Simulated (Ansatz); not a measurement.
# GeN2H+ (triplet): wave-function methods side by side, cc-pVDZ

How much of the correlation energy of GeN2H+ (triplet) does each wave-function method recover here?

Program: Ansatz 0.2.0, Gaussian basis. Level of theory: cc-pVDZ, core rule «outside noble gas», up to 16 orbitals frozen. These are calculated values, not measurements.

Plan: UHF; CCSD(T) on ROHF; CCSD(T) on UHF; BCCD(T) on ROHF; CISD; CCSDT(Q) on ROHF; CCSDT(Q) on UHF; CASSCF and NEVPT2, 10 electrons in 11 orbitals.

36 further runs of the same task are left out: 5 for a known fault of the program, 14 that didn't finish, 17 set aside as unsound or not needed.

### 1 What is computed

The geometry is a PBE0/def2-TZVP stationary point (not a proven minimum) of the parent state, kept for this charge and spin. No spin-orbit coupling is included. The filled d shell of Ge may be among the frozen orbitals whatever the setting's name suggests; the logs give the count.

4 atoms, charge 1, spin multiplicity 3.

Atoms are counted from 1 here; the program's logs count them from 0.

Bond lengths: Ge1–N2 1.956 Å, N2–N3 1.244 Å, N2–H4 1.030 Å. Angles: Ge1–N2–N3 132.1°, Ge1–N2–H4 113.3°, N3–N2–H4 114.6°.

### 2 UHF

in.yaml

```yaml
crystal:
  periodic: [false, false, false]
  atoms:
    - {symbol: Ge, position_ang: [0.000000, -0.021938, 0.687166]}
    - {symbol: N, position_ang: [0.000000, 0.374628, -1.228580]}
    - {symbol: N, position_ang: [0.000000, -0.360400, -2.231759]}
    - {symbol: H, position_ang: [0.000000, 1.383317, -1.436414]}
basis:
  gaussian: {orbitals: cc-pVDZ}
total_charge: 1
magnetization: {spin_polarized: true, initial_magnetization: 2}
hamiltonian: {xc: hf}
output: {orbitals: {seedname: orbitals}}
```

The run is started by

```sh
> ansatz run in.yaml --threads 1 --pin off --events-out ev --progress --plain --max-ram 2393MiB
```

The runs that follow: CCSD(T) on ROHF; CCSD(T) on UHF; BCCD(T) on ROHF; CISD; CCSDT(Q) on ROHF; CCSDT(Q) on UHF; CASSCF and NEVPT2, 10 electrons in 11 orbitals.

Before running them: what should the planned runs give, taken together? Wanted: UCCSDT(Q) below the RHF energy; RMP2 from UCCSDT(Q); UMP2 from UCCSDT(Q); RCCSD from UCCSDT(Q); RCCSD(T) from UCCSDT(Q); UCCSD(T) from UCCSDT(Q); RCCSDT(Q) from UCCSDT(Q); NEVPT2 valence from UCCSDT(Q); T1 diagnostic.

The runs gave:

| quantity | value |
| --- | --- |
| UCCSDT(Q) below the RHF energy | -11.0033 eV |
| RMP2 from UCCSDT(Q) | +1363.0 meV |
| UMP2 from UCCSDT(Q) | +1788.7 meV |
| RCCSD from UCCSDT(Q) | +488.8 meV |
| RCCSD(T) from UCCSDT(Q) | +77.4 meV |
| UCCSD(T) from UCCSDT(Q) | +90.4 meV |
| RCCSDT(Q) from UCCSDT(Q) | +5.1 meV |
| NEVPT2 valence from UCCSDT(Q) | +1322.9 meV |
| levels within 1 kcal/mol (43 meV) | UCCSDT, RCCSDT(Q) |
| T1 diagnostic | 0.041 |
| effectively unpaired electrons | 2.10 |

In words: RCCSD(T) misses by +77.4 meV, 0.7 % of the correlation energy. The occupations are near whole numbers, but T1 = 0.041 shows that the orbitals relax strongly. These misses are within one basis, not against nature; the frozen cores of restricted and unrestricted runs differ, which can shift their rows.
